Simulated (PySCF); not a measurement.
# BeZn: from the state search to spectroscopic constants

One table from this session's results is given with a row withheld; the runs are named, their logs left out.

Program: PySCF 2.14.0. Level of theory: Be x2c-SVPall, Zn x2c-SVPall, spin-free X2C with a Gaussian nucleus. These are calculated values, not measurements.

Set-up of the first run:

Settings of the job:

| Quantity | Value |
| --- | --- |
| atoms | Be, Zn |
| charge | 0 |
| basis | Be x2c-SVPall, Zn x2c-SVPall |
| Hamiltonian | spin-free X2C with a Gaussian nucleus |
| basis functions | 45 |
| electrons treated | 34 |
| masses in u | 9.0122, 63.9291 |
| levels | PBE0, PBE, r²SCAN, LDA, B3LYP, PW91, CAM-B3LYP, HF, MP2, SCS-MP2, CCSD, CCSD(T) |
| grid | 80 radial by 434 angular points |
| occupations | held fixed by the projection of orbital angular momentum |
| dissociation limit | Be + Zn, each in its ground configuration |
| starting distance in angstrom | 2.150 |
| values of 2S to try | 0, 2 |

Command:

```console
$ OMP_NUM_THREADS=1 python dia.py task.json out
```

Steps of the session up to this table: The job; PBE0 along the bond; Higher solutions at PBE0; PBE (GGA); r²SCAN (meta-GGA); LDA (local density); B3LYP (global hybrid GGA); PW91 (GGA); CAM-B3LYP; RHF; MP2 and coupled cluster.

One table of the session follows, with a row left open; its other results are not shown here.

```
    level  Re (Å)  ωe (cm⁻¹)  De (eV)  μ (D)
      LDA   2.639      212.5    0.335   0.43
      PBE   2.764      174.0    0.188   0.54
     PW91   2.759      174.1    0.198   0.51
   r²SCAN   2.739      181.9    0.174   0.46
    B3LYP   3.076       87.0    0.028   0.33
     PBE0       ?          ?        ?      ?
CAM-B3LYP   3.565       37.2    0.007   0.11
```

Q: Estimate the row for PBE0 from the others.

**Answer.** Re (Å): 2.878; ωe (cm⁻¹): 143.6; De (eV): 0.126; μ (D): 0.48. In the column «Re (Å)» it lies between PBE (2.764) and B3LYP (3.076).

De is counted to Be + Zn in their ground configurations. No constants: RHF (no minimum is bracketed among the points kept); RHF-MP2 (no minimum is bracketed among the points kept); RHF-SCS-MP2 (no minimum is bracketed among the points kept); RHF-CCSD (no minimum is bracketed among the points kept); RHF-CCSD(T) (no minimum is bracketed among the points kept).

To keep in mind: The bond is weak, and basis-set superposition, which was not computed, may be a sizeable part of it.
